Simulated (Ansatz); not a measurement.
# NaVS2: how the settings move a single-point run

How sensitive is a single-point run of NaVS2 to its settings? A reference run comes first, then one run with altered input.

Computed with Ansatz 0.2.0 (reference: DFT, LDA, PAW with Ansatz's default frozen-core files, scalar-relativistic, unless a step's input says otherwise).

## 1. The structure to begin with

It takes space group R-3m (No. 166, trigonal). The conventional cell has a = 3.599 Å, b = 3.599 Å, c = 19.383 Å, α = 90.00°, β = 90.00°, γ = 120.00°. Na (site symmetry -3m) is surrounded by 6 S at 2.81 Å. V (site symmetry -3m) has 6 S at 2.47 Å in its first shell of neighbours. S (site symmetry 3m) is surrounded by 3 V at 2.47 Å and 3 Na at 2.81 Å.

Structure file:

```
Na V S
1.0
     1.79930    1.03883    6.46105
    -1.79930    1.03883    6.46105
     0.00000   -2.07765    6.46105
Na V S
1 1 2
Direct
  0.50000 0.50000 0.50000
  0.00000 0.00000 0.00000
  0.26438 0.26438 0.26438
  0.73562 0.73562 0.73562
```

## 2. Reference

input.yaml reads:

```yaml
crystal:
  lattice:
    - [1.7993010104, 1.0388269227, 6.4610546979]
    - [-1.7993010104, 1.0388269227, 6.4610546979]
    - [0.0, -2.0776538454, 6.4610546979]
  atoms:
    - { symbol: Na, position: [0.5, 0.5, 0.5] }
    - { symbol: V, position: [0.0, 0.0, 0.0], spin: 2.0 }
    - { symbol: S, position: [0.26437887, 0.26437887, 0.26437887] }
    - { symbol: S, position: [0.73562113, 0.73562113, 0.73562113] }
magnetization:
  spin_polarized: true
kpoints:
  mp_grid: { grid: [11, 11, 11] }
scf:
  occupations: { method: fermi_dirac, width: 0.03 }
hamiltonian:
  xc: lda
  pseudopotentials: { kind: paw }
output:
  forces: true
  stress: true
  eigenvalues: true
  hubbard: { sites: [{ species: V, l: d }] }
  populations: true
  write_density: true
  write_potential: true
  elf: true
  volumetric_format: npy
```

Started as:

```bash
$ ansatz run input.yaml --threads 2 --pin off --max-ram 6144MiB --backend cpu --events-out ev --progress --plain --runs-dir out
```

Excerpt of the output:

```text
[...]
Basis set: ecut = 420 eV, 1407 PW (Γ), FFT grids on a1−a2, a2, −a2+a3
[...]
Magnetic group: BNS 166.97 (UNI 1327), of the structure as read, at distance tolerance 4.2e-5 Å
k-points: 146 of 1331
[...]
SCF iter   1: F=—  HF=-6070.868449 eV  |F-HF|=—  |Δ(HF+E_count)|=         —  Δρ=2.71e-2 (↑2.71e-2 ↓2.18e-2)  dr2=2.10e0  dr2_m=7.28e-2  M=1.910 μB ∫|m|=1.980 μB  β_m=0.30  ethr=3.10e-3  ⟨swp⟩=5.6  Hψ=26518  notcnv=0
[...]
preconditioner: auto → Kerker (q_TF=auto, 2.405 Å⁻¹)  [metal: Δε(μ)=0.001 eV  Ē_g=7.561 eV  σ=0.030 eV  W_gap=0.01  n_scr=22 (ndim 8)  ℏωp=18.5 eV  f_vac=0.000  D(μ)=6.62/eV (n_scr^D=86)]
[...]
SCF iter   2: F=—  HF=-6070.398310 eV  |F-HF|=—  |Δ(HF+E_count)|=   4.70e-1  Δρ=1.76e-2 (↑1.76e-2 ↓1.55e-2)  dr2=1.05e0  dr2_m=3.77e-2  M=1.986 μB ∫|m|=2.089 μB  β_m=0.54  ethr=3.10e-3  ⟨swp⟩=2.0  Hψ=9902  notcnv=0  defer=123
[...]
SCF iter  11: F=—  HF=-6070.163033 eV  |F-HF|=—  |Δ(HF+E_count)|=   1.65e-9  Δρ=2.69e-6 (↑2.69e-6 ↓1.80e-6)  dr2=2.89e-8  dr2_m=3.12e-10  M=2.000 μB ∫|m|=2.186 μB  β_m=1.00  ethr=8.19e-10  ⟨swp⟩=2.4  Hψ=8138  notcnv=0  defer=125
SCF iter  12: F=-6070.163033 eV  HF=-6070.163033 eV  |F-HF|=7.99e-10  |Δ(HF+E_count)|=   1.50e-9  Δρ=8.75e-7 (↑8.75e-7 ↓5.22e-7)  dr2=1.84e-9  dr2_m=5.95e-11  M=2.000 μB ∫|m|=2.186 μB  ethr=8.49e-11  ⟨swp⟩=7.6  Hψ=35642  notcnv=0
[...]
SCF converged after 12 iterations
Magnetization: 2.0000 μB (18.0000 up, 16.0000 down)
[...]
Free energy (F): -6070.163033 eV
[...]
E sigma→0 (E₀):  -6070.154329 eV
[...]
Fermi energy:    7.750007 eV
[...]
  P = ⅓ Tr σ = -6.2760 GPa (-62.760 kbar)
[...]
```

Wall time 22 s (2 threads of Arm Neoverse V1, shared host); peak memory 0.6 GiB.

## 3. Changed: mp_grid.shift [0.5, 0.5, 0.5]

input.yaml: that of step 2 with these lines changed.

```diff
@@ -13,3 +13,3 @@
 kpoints:
-  mp_grid: { grid: [11, 11, 11] }
+  mp_grid: { grid: [11, 11, 11], shift: [0.5, 0.5, 0.5] }
 scf:
@@ -23,7 +23,2 @@
   eigenvalues: true
-  hubbard: { sites: [{ species: V, l: d }] }
   populations: true
-  write_density: true
-  write_potential: true
-  elf: true
-  volumetric_format: npy
```

Started as:

```bash
$ ansatz run input.yaml --threads 2 --pin off --max-ram 6144MiB --backend cpu --events-out ev --progress --plain --runs-dir out
```

What it wrote:

```text
basis.fft_grid_basis auto: the FFT boxes are laid along the combinations [[1, 0, -1], [0, 1, -1], [0, 0, 1]] of the cell's own vectors, 3.599, 3.599 and 6.787 Å long. The dense box has 25×25×48 points. Along the cell's own vectors, as sized, it would have 48×48×48, 3.69 times as many. Of the 12 symmetry operations that the crystal satisfies within crystal.symmetry.tolerance (time reversal apart; of a slab, those that keep its plane) the dense box along the cell's own vectors carries 12, and the one as laid loses 8 of those. basis.fft_grid_basis: typed keeps the cell's own vectors: state it where this run's energies or levels are differenced outside the engine with another run's, or held beside a run that keeps those vectors.
Engine: ansatz 0.2.0
Pseudopotentials: kind: paw
Pseudopotential: Na, paw, valence charge 9, recommended cutoff 420 eV (normal)
Pseudopotential: V, paw, valence charge 13, recommended cutoff 420 eV (normal)
Pseudopotential: S, paw, valence charge 6, recommended cutoff 420 eV (normal)
Functional definition: SPW92
  exchange = slater_x
  correlation = pw_c
Crystal: 4 atoms, lattice volume = 72.461 Å³
Basis set: ecut = 420 eV, 1407 PW (Γ), FFT grids on a1−a3, a2−a3, a3
Bands: 22, of which v1, the nominal top of the filled ones, is band 17 counted from 1 (16 counted from 0)
Symmetry: 12 space group operations
Space group: R-3m (ITA 166), of the structure as read, at distance tolerance 4.2e-5 Å
Magnetic group: BNS 166.97 (UNI 1327), of the structure as read, at distance tolerance 4.2e-5 Å
k-points: 146 of 1331
Non-local potential: Na, projectors of the file, l = 0: 3, l = 1: 2, l = 2: 1
Non-local potential: V, projectors of the file, l = 0: 3, l = 1: 2, l = 2: 3, l = 3: 1
Non-local potential: S, projectors of the file, l = 0: 2, l = 1: 2, l = 2: 2
PAW form: soft (Blöchl's): semilocal exchange-correlation on the pseudo side does not see the compensation charge
PAW frozen core: Na, regenerated for the run's functional, and the local potential with it (the file was generated under x = pbe(κ = 0.804, μ = 0.2195149727645171), c = pbe(β = 0.06672455060314922))
PAW frozen core: V, regenerated for the run's functional, and the local potential with it (the file was generated under x = pbe(κ = 0.804, μ = 0.2195149727645171), c = pbe(β = 0.06672455060314922))
PAW frozen core: S, regenerated for the run's functional, and the local potential with it (the file was generated under x = pbe(κ = 0.804, μ = 0.2195149727645171), c = pbe(β = 0.06672455060314922))
PAW one-centre angular grid: Na, 110 points (default); XC on 64 Gauss nodes
PAW one-centre angular grid: V, 590 points (default); XC on 64 Gauss nodes
PAW one-centre angular grid: S, 110 points (default); XC on 64 Gauss nodes
Initial density: superposition of atomic densities (chi_scale 0.1, normalization cell, long waves kept (reshape's long-wave potential 0.16 eV rms))
Starting moments: Σ|m| = 2 μB on 1 of 4 sites
Initial wavefunctions: pseudopotential atomic-orbital guess
Functional: x = slater, c = lda
SCF iter   1: F=—  HF=-6070.868435 eV  |F-HF|=—  |Δ(HF+E_count)|=         —  Δρ=2.71e-2 (↑2.71e-2 ↓2.18e-2)  dr2=2.10e0  dr2_m=7.29e-2  M=1.910 μB ∫|m|=1.980 μB  β_m=0.30  ethr=3.10e-3  ⟨swp⟩=5.7  Hψ=26543  notcnv=0
Mixer restart at iter 1: flushing history
preconditioner: auto → Kerker (q_TF=auto, 2.405 Å⁻¹)  [metal: Δε(μ)=0.008 eV  Ē_g=7.563 eV  σ=0.030 eV  W_gap=0.07  n_scr=22 (ndim 8)  ℏωp=18.5 eV  f_vac=0.000  D(μ)=6.63/eV (n_scr^D=86)]
spin=Collinear: Kerker preconditioning applied to the charge; magnetization (m = ρ↑ − ρ↓) channel mixes plain (no charge-response kernel on spin).
SCF iter   2: F=—  HF=-6070.398244 eV  |F-HF|=—  |Δ(HF+E_count)|=   4.70e-1  Δρ=1.76e-2 (↑1.76e-2 ↓1.55e-2)  dr2=1.05e0  dr2_m=3.78e-2  M=1.986 μB ∫|m|=2.089 μB  β_m=0.54  ethr=3.10e-3  ⟨swp⟩=2.0  Hψ=9903  notcnv=0  defer=120
SCF iter   3: F=—  HF=-6070.188001 eV  |F-HF|=—  |Δ(HF+E_count)|=   2.10e-1  Δρ=5.50e-3 (↑5.50e-3 ↓5.03e-3)  dr2=1.73e-1  dr2_m=1.55e-3  M=2.000 μB ∫|m|=2.168 μB  β_m=0.67  ethr=3.08e-3  ⟨swp⟩=2.0  Hψ=11360  notcnv=0  defer=123
SCF iter   4: F=—  HF=-6070.174534 eV  |F-HF|=—  |Δ(HF+E_count)|=   1.35e-2  Δρ=2.20e-3 (↑2.20e-3 ↓2.16e-3)  dr2=2.93e-2  dr2_m=1.79e-4  M=2.000 μB ∫|m|=2.189 μB  β_m=0.83  ethr=5.08e-4  ⟨swp⟩=2.2  Hψ=9524  notcnv=0  defer=123
SCF iter   5: F=—  HF=-6070.161661 eV  |F-HF|=—  |Δ(HF+E_count)|=   1.29e-2  Δρ=2.02e-3 (↑2.02e-3 ↓9.51e-4)  dr2=7.03e-3  dr2_m=3.86e-4  M=2.000 μB ∫|m|=2.185 μB  β_m=0.86  ethr=8.62e-5  ⟨swp⟩=2.5  Hψ=12298  notcnv=0  defer=124
SCF iter   6: F=—  HF=-6070.163237 eV  |F-HF|=—  |Δ(HF+E_count)|=   1.58e-3  Δρ=8.00e-4 (↑8.00e-4 ↓3.15e-4)  dr2=1.93e-3  dr2_m=9.40e-5  M=2.000 μB ∫|m|=2.186 μB  β_m=0.93  ethr=2.07e-5  ⟨swp⟩=3.0  Hψ=12322  notcnv=0  defer=124
SCF iter   7: F=—  HF=-6070.163058 eV  |F-HF|=—  |Δ(HF+E_count)|=   1.79e-4  Δρ=2.02e-4 (↑2.02e-4 ↓1.20e-4)  dr2=1.90e-4  dr2_m=5.36e-6  M=2.000 μB ∫|m|=2.186 μB  β_m=0.97  ethr=5.67e-6  ⟨swp⟩=2.4  Hψ=8663  notcnv=0  defer=125
SCF iter   8: F=—  HF=-6070.163030 eV  |F-HF|=—  |Δ(HF+E_count)|=   2.72e-5  Δρ=1.11e-4 (↑1.11e-4 ↓7.73e-5)  dr2=2.81e-5  dr2_m=3.02e-7  M=2.000 μB ∫|m|=2.187 μB  β_m=0.98  ethr=5.58e-7  ⟨swp⟩=2.2  Hψ=8627  notcnv=0  defer=125
SCF iter   9: F=—  HF=-6070.163028 eV  |F-HF|=—  |Δ(HF+E_count)|=   2.42e-6  Δρ=5.15e-5 (↑5.15e-5 ↓3.66e-5)  dr2=7.84e-6  dr2_m=6.08e-8  M=2.000 μB ∫|m|=2.186 μB  β_m=0.99  ethr=8.28e-8  ⟨swp⟩=2.0  Hψ=11504  notcnv=0  defer=125
SCF iter  10: F=—  HF=-6070.163028 eV  |F-HF|=—  |Δ(HF+E_count)|=   2.01e-8  Δρ=1.39e-5 (↑1.39e-5 ↓8.74e-6)  dr2=7.12e-7  dr2_m=7.75e-9  M=2.000 μB ∫|m|=2.186 μB  β_m=1.00  ethr=2.31e-8  ⟨swp⟩=1.5  Hψ=6802  notcnv=0  defer=125
SCF iter  11: F=—  HF=-6070.163028 eV  |F-HF|=—  |Δ(HF+E_count)|=   2.19e-8  Δρ=1.69e-6 (↑1.69e-6 ↓1.49e-6)  dr2=1.54e-8  dr2_m=5.05e-11  M=2.000 μB ∫|m|=2.186 μB  β_m=1.00  ethr=2.09e-9  ⟨swp⟩=2.2  Hψ=8290  notcnv=0  defer=125
SCF iter  12: F=-6070.163028 eV  HF=-6070.163028 eV  |F-HF|=5.79e-10  |Δ(HF+E_count)|=  4.92e-10  Δρ=5.54e-7 (↑5.54e-7 ↓4.93e-7)  dr2=1.35e-9  dr2_m=2.62e-12  M=2.000 μB ∫|m|=2.186 μB  ethr=4.53e-11  ⟨swp⟩=4.4  Hψ=21984  notcnv=0
SCF 1 converged in 12 iterations: F = -6070.163028 eV  dr2 = 1.35e-9
SCF converged after 12 iterations
Magnetization: 2.0000 μB (18.0000 up, 16.0000 down)
Absolute magnetization: 2.1866 μB (∫|ρ↑−ρ↓|, with the PAW one-centre terms)
Spin contamination: 0.0311 ħ² per cell (⟨S²⟩ above its minimum at these occupations)
Per-site moments (μB) at R_I (Å): [(0.0004919387833259395, 1.1596881380121082), (1.714862062214543, 1.0190525583594698), (-0.029583607625950636, 1.0190525583594703), (-0.0295836076259508, 1.0190525583594698)]
Free energy (F): -6070.163028 eV
Harris-Foulkes:  -6070.163028 eV  (|F-HF|=5.79e-10)
Internal energy: -6070.145605 eV  (E = F + TS)
E sigma→0 (E₀):  -6070.154317 eV
Entropy (-TS):   -0.017423 eV (-4.356 meV/atom)
Fermi energy:    7.750094 eV
--- Per-component energies (eV) ---
  E_band       = -432.059910
  E_kinetic    = 669.558179
  E_local      = -2912.191669  (includes V_loc(G=0)·N_el)
  E_nonlocal   = 135.976162
  E_hartree    = 1157.282675
  E_xc         = -359.712528
  E_vxc        = -389.644657  (∫ρ·V_xc dr)
  E_paw        = -2444.438694  (= ΣΔE_a)
  E_vpaw       = -250.324408  (= ΣTr[D̂ρ^β])
  E_aug_tail   = 0.000269  (compensation charges beyond the density's cutoff)
  E_ewald      = -2317.413434
  E_core_change = 0.793435  (= ΣΔE_core)
  E_smearing   = -0.017423  (= −TS)
  E_closure    = 0.000000  (closes the sum)
  Σ components = -6070.163028   (vs F -6070.163028, Δ=0.00e0)
--- Forces (eV/Å), atoms counted from 1 ---
  atom   1  Na    -0.00000000     0.00000000     0.00000000
  atom   2  V      0.00000000    -0.00000000     0.00000000
  atom   3  S      0.00000000    -0.00000000     0.54964079
  atom   4  S     -0.00000000     0.00000000    -0.54964079
  max |Σ_I F_I| component: 1.11e-16 eV/Å
--- Stress (GPa, compression-positive) ---
       -6.748004       0.000000      -0.000000
        0.000000      -6.748004       0.000000
       -0.000000       0.000000      -5.331594
  P = ⅓ Tr σ = -6.2759 GPa (-62.759 kbar)
--- Band table (eV; the first three rows and the last of 292) ---
  k-point 0 ↑: bands = ["-56.9790", "-43.5942", "-31.1662", "-31.1045", "-31.1045", "-16.1162", "-16.0969", "-16.0969", "-6.1968", "-4.8213", "2.0425", "4.1662", "4.1662", "6.1936", "6.7387", "6.7387", "6.9386", "6.9386", "7.3972", "9.8881", "9.8881", "11.0007"]
  k-point 1 ↑: bands = ["-56.9788", "-43.5940", "-31.1656", "-31.1076", "-31.1053", "-16.1152", "-16.1009", "-16.0978", "-6.1126", "-4.8070", "2.1644", "3.9726", "4.1967", "5.9981", "6.2468", "6.3015", "7.1017", "7.3323", "7.5596", "9.5327", "9.8119", "11.3862"]
  k-point 2 ↑: bands = ["-56.9782", "-43.5935", "-31.1643", "-31.1160", "-31.1073", "-16.1127", "-16.1114", "-16.1001", "-5.8798", "-4.7577", "2.4694", "3.5769", "4.2719", "4.8855", "5.8344", "6.2455", "7.0513", "7.6535", "7.7849", "9.0791", "9.6764", "12.1454"]
  k-point 145 ↓: bands = ["-55.1986", "-43.5948", "-29.4686", "-29.3443", "-29.3443", "-16.1185", "-16.0968", "-16.0968", "-5.9979", "-5.0160", "3.1424", "4.6460", "4.6482", "4.6482", "6.6803", "6.6803", "8.4909", "8.4909", "9.0675", "10.7577", "10.7577", "12.5175"]
--- Löwdin populations: 4 sites ---
  site symbol       q [e]    m [muB]
     0     Na      8.3572     0.0089
     1      V     12.2196     2.0878
     2      S      6.6240    -0.0665
     3      S      6.6240    -0.0665
  spilling = 0.005155 (of n_electrons = 34.000000)
```

It took 19 s on 2 threads of Arm Neoverse V1, shared host; peak memory 0.6 GiB.

Changing the k-point mesh hardly moves the energy: 0.0 meV/atom.

## 4. Side by side

| run | ending | energy change | pressure (GPa) | abs. moment (μB) | force (eV/Å) | cycles | time |
| --- | --- | --- | --- | --- | --- | --- | --- |
| reference | converged | 0 | -6.3 | 2.19 | 0.55 | 12 | 22 s |
| 1: mp_grid.shift [0.5, 0.5, 0.5] | converged | 0.0 meV/atom | -6.3 | 2.19 | 0.55 | 12 | 19 s |

Times don't compare one to one where runs were asked for different outputs or read a saved state (see the inputs); cycles may leave out searches for a lower state.

Residual by cycle in the longest SCF loop of each run; runs are numbered as in the table. The quantity is the density residual dr2, in eV.

```csv
cycle,reference,run 1
1,2.1,2.1
2,1.05,1.05
3,0.172,0.173
4,0.0292,0.0293
5,0.0067,0.00703
6,0.00206,0.00193
7,1.7e-4,1.9e-4
8,2.2e-5,2.8e-5
9,8.0e-6,7.8e-6
10,2.8e-7,7.1e-7
11,2.9e-8,1.5e-8
12,1.8e-9,1.4e-9
```

What this shows: Changing the k-point mesh leaves the energy as it was (0.0 meV/atom).
